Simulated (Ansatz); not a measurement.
# FH6NSi2: a ladder of functionals and wavefunction methods

How much do the methods differ for FH6NSi2? The plan is to run it at one geometry with functionals of several rungs and with coupled cluster. The yardstick is the atomisation energy at the CCSD(T) limit.

Program: Ansatz 0.2.0, Gaussian basis. Level of theory: functionals in def2-TZVPP, the program's frozen cores in correlated methods. These are calculated values, not measurements.

The runs, in order: PBE-D4, r2SCAN-D4, PBE0-D4, B3LYP-D4, ωB97X-V, ωB97M-V, B2PLYP; CCSD(T)/def2-TZVPP; MP2/def2-QZVPP; extrapolation to the limit.

## 1. The geometry

The geometry comes from an earlier relaxation with PBE0-D4 in a triple-zeta def2 set; it is a stationary point, not always the lowest conformer.

SMILES `F[SiH2]N[SiH3]`, 10 atoms, charge 0, spin multiplicity 1.

Atoms are counted from 1 here; the program's logs count them from 0.

Bond lengths: F1–Si2 1.602 Å, Si2–N3 1.706 Å, Si2–H5 1.480 Å, Si2–H6 1.478 Å, N3–Si4 1.733 Å, N3–H7 1.011 Å, Si4–H8 1.487 Å, Si4–H9 1.487 Å, Si4–H10 1.483 Å. Angles: F1–Si2–N3 112.6°, F1–Si2–H5 106.0°, F1–Si2–H6 106.5°, N3–Si2–H5 109.3°, N3–Si2–H6 108.9°, H5–Si2–H6 113.7°, Si2–N3–Si4 128.2°, Si2–N3–H7 115.6°, Si4–N3–H7 115.9°, N3–Si4–H8 110.9°, N3–Si4–H9 112.0°, N3–Si4–H10 106.7°, H8–Si4–H9 107.7°, H8–Si4–H10 109.9°, H9–Si4–H10 109.6°.

## 2. PBE-D4 (GGA)

in.yaml

```yaml
crystal:
  periodic: [false, false, false]
  atoms:
    - {symbol: F, position_ang: [-1.561502, 0.994261, -1.776716]}
    - {symbol: Si, position_ang: [-0.374977, 1.301846, -0.745899]}
    - {symbol: N, position_ang: [0.514797, -0.094762, -0.335853]}
    - {symbol: Si, position_ang: [0.194755, -1.236139, 0.928743]}
    - {symbol: H, position_ang: [0.517182, 2.267233, -1.426726]}
    - {symbol: H, position_ang: [-1.010147, 1.839367, 0.475902]}
    - {symbol: H, position_ang: [1.264316, -0.336202, -0.970011]}
    - {symbol: H, position_ang: [1.391480, -1.422054, 1.791573]}
    - {symbol: H, position_ang: [-0.186301, -2.569790, 0.391957]}
    - {symbol: H, position_ang: [-0.924404, -0.683261, 1.730334]}
basis:
  gaussian: {orbitals: def2-TZVPP}
hamiltonian: {xc: pbe, dispersion: d4}
output: {forces: true, orbitals: {seedname: orbitals}}
```

Further steps of the session: r2SCAN-D4 (meta-GGA); PBE0-D4 (hybrid); B3LYP-D4 (hybrid); ωB97X-V (range-separated); ωB97M-V (range-separated); B2PLYP (double hybrid); CCSD(T) in def2-TZVPP; MP2 in def2-QZVPP.

Before running them: what should the planned runs give, taken together? Wanted: atomisation energy, CCSD(T)/CBS; farthest; mean size of error, hybrid; mean size of error, range-separated; gap, smallest and largest; T1 diagnostic; triples share of the correlation energy.

As calculated:

```
                               quantity                                 value
        atomisation energy, CCSD(T)/CBS                         3380.7 kJ/mol
 functionals within 16.9 kJ/mol (0.5 %)            B3LYP-D4, ωB97X-V, ωB97M-V
                               farthest                PBE0-D4 (-70.1 kJ/mol)
             mean size of error, hybrid                           42.5 kJ/mol
    mean size of error, range-separated                            7.2 kJ/mol
              gap, smallest and largest  5.93 eV (PBE-D4), 12.52 eV (ωB97X-V)
                          T1 diagnostic                                0.0112
triples share of the correlation energy                                 3.1 %
```

PBE-D4 misses by -35.4 kJ/mol. Double hybrids carry the basis error of their MP2 part in triple zeta, and no dispersion term here, so their miss is partly the set-up's. The reference freezes the cores and leaves out relativity and excitations past (T), so misses under about 16.9 kJ/mol can't be ranked. Hartree-Fock recovers 74 % of the binding; the rest is correlation. The gap grows from 5.9 to 12.5 eV across the functionals, mostly with the share of exact exchange.
